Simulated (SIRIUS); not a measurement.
Crystal: ZrB.

```xyz
2
Lattice="1.9614 -1.9857 0.0000 1.9614 1.9857 0.0000 0.0000 0.0000 4.0139" Properties=species:S:1:pos:R:3 pbc="T T T"
Zr    0.0000    0.0000    2.0070
B     1.9614    0.0000    2.0070
```

The cell was built by a generator and needn't be a form met in nature.

| Property | Result |
| --- | --- |
| Program | SIRIUS 7.10.0 |
| Task | relaxation of cell and atoms |
| Functional | BLYP |
| Dispersion | D4 |
| Potentials or basis | PseudoDojo 0.4.1 PBE standard (scalar relativistic) |
| Cutoff | 1054 eV |
| Density cutoff | 4214 eV |
| k mesh | 4 × 4 × 3 |
| Occupations | fermi-dirac, width 0.05 eV |
| Spin | no spin polarisation |

At the start: pressure 76.0 GPa; volume 15.63 Å³/atom.

Where does the relaxation end?

Over 16 steps the energy falls by 2180.3 meV/atom and the volume is 16.75 Å³/atom (+7.2 %); space group P4/mmm (No. 123, to 0.05 Å).

The path:
```csv
step,energy change (eV),largest force (eV/Å),pressure (GPa),volume (Å³)
1,0.0000,0.0000,76.04,31.27
2,-2.6144,0.0000,28.08,36.66
3,-3.3607,0.0000,7.74,41.32
4,-3.5187,0.0000,0.82,43.87
5,-3.5605,0.0000,-6.55,46.33
6,-3.5954,0.0000,-4.61,45.15
7,-3.6628,0.0000,-1.97,42.82
8,-3.8460,0.0000,4.64,37.17
9,-4.0086,0.0000,12.07,32.77
10,-4.1278,0.0000,16.94,29.89
11,-4.2959,0.0000,6.86,32.01
12,-4.3500,0.0000,-0.14,33.46
13,-4.3535,0.0000,-0.63,33.73
14,-4.3576,0.0000,-0.69,33.79
15,-4.3602,0.0000,-0.28,33.62
16,-4.3605,0.0000,-0.04,33.50
```

Final structure:
```
Zr B
1.0
     2.40825   -2.40778    0.00000
     2.40825    2.40778    0.00000
     0.00000    0.00000    2.88902
Zr B
1 1
Direct
  0.00000 0.00000 0.50000
  0.50000 0.50000 0.50000
```

Caveat: the k mesh is coarse (spacing up to 0.56 Å⁻¹), so the values aren't converged; the potentials were made for another functional, which shifts forces and pressure.
